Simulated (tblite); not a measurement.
# C3H15NO2Si3: the cost of one run

Computed with tblite 0.8.0 and PySCF 2.14.0, with density-fitted response routines of our own, on a single molecule in the gas phase. Atoms are numbered from 0 throughout.

### 1 The molecule as given

24 atoms, charge 0, multiplicity 1; geometry from: force field or distance geometry start.

Bonds of the start (Å): C0–C1 1.52, C1–O2 1.46, O2–Si3 1.66, C1–Si4 1.97, Si4–C5 1.86, Si4–O6 1.67, Si4–Si7 2.34, Si7–N8 1.70, C0–H9 1.08, C0–H10 1.10, C0–H11 1.10, C1–H12 1.09, Si3–H13 1.48, Si3–H14 1.49, Si3–H15 1.49, C5–H16 1.09, C5–H17 1.10, C5–H18 1.10, O6–H19 0.98, Si7–H20 1.49, Si7–H21 1.48, N8–H22 1.01, N8–H23 1.02.

### 2 Geometry optimisation with GFN2-xTB

The job: settings as JSON, then the geometry in Å.

```
{"job": {"kind": "relax", "xc": "GFN2-xTB", "basis": "xTB"}, "charge": 0, "multiplicity": 1}
C      0.480000     1.471300    -1.412900
C      0.809900     0.306700    -0.492700
O      2.099900     0.597400     0.124000
Si     3.432200    -0.293100    -0.289700
Si    -0.567000    -0.016000     0.879000
C     -0.008500    -1.405800     1.979400
O     -0.878000     1.389200     1.733900
Si    -2.487700    -0.741200    -0.248000
N     -3.282300     0.518400    -1.064900
H      1.261100     1.617700    -2.148900
H      0.389900     2.411700    -0.853800
H     -0.470400     1.310300    -1.949200
H      0.853100    -0.620400    -1.066200
H      3.688100    -0.176000    -1.739400
H      4.599700     0.190700     0.491800
H      3.157000    -1.719700     0.059700
H     -0.771300    -1.651600     2.722800
H      0.218500    -2.312600     1.403900
H      0.902000    -1.118700     2.532300
H     -0.089700     1.864300     2.067900
H     -3.487900    -1.267100     0.715800
H     -2.166200    -1.780800    -1.253200
H     -4.173900     0.194400    -1.408100
H     -3.520100     1.250500    -0.399000
```

Launch:

```
$ OMP_NUM_THREADS=1 python probes_run.py task.json out
```

One launch serves the whole session: the jobs run in the order shown.

Q: Estimate the wall time of this first job on 1 thread of Arm Neoverse N1, shared host.

About 5.9 s.
